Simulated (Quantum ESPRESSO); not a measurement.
The system is NiMoIrPdW.

```xyz
5
Lattice="2.7608 0.0000 0.0000 -1.3804 2.3909 0.0000 0.0000 0.0000 11.3405" Properties=species:S:1:pos:R:3 pbc="T T T"
Ni    0.0000    0.0000    8.0423
Mo    1.3804    0.7970    3.3369
Pd    1.3804    0.7970   10.1952
Ir    0.0000    0.0000    1.2025
W     1.3804    0.7970    6.0015
```

The cell was built by a generator and needn't be a form met in nature.

Base run:

```yaml
Program: Quantum ESPRESSO 7.5
Functional: PBE
Potentials_or_basis: SSSP 1.3 efficiency PBE
Cutoff: 816 eV
Density_cutoff: 5987 eV
k_mesh: 11 × 11 × 3
Occupations: fermi-dirac, width 0.05 eV
Spin: collinear spin, ferromagnetic start
Starting_moments: "[1.0, 1.0, 0.0, 0.6, 0.0] μB"
```

Its results: band gap on the k mesh none (metal or under the smearing width); pressure -0.3 GPa; net moment 0.00 μB per cell; largest force 0.294 eV/Å.

The run is repeated on the same cell with these changes: k mesh from 11 × 11 × 3 to 7 × 7 × 2; hubbard terms from none to Ir d U = 2 eV, Mo d U = 2 eV, Ni d U = 2 eV, Pd d U = 2 eV, W d U = 2 eV. What comes out?

Band gap on the k mesh none (metal or under the smearing width); pressure 1.2 GPa; net moment 0.32 μB per cell; site moments Ni +0.35; Mo -0.05; Pd +0.01; Ir -0.00; W +0.04 μB; largest force 0.495 eV/Å.

Several settings changed at once, so the effect can't be laid on one alone.

Caveats: some runs use coarse meshes; the U is typed as a test and isn't derived for this compound (some runs).

Not every run made on this cell is shown here.
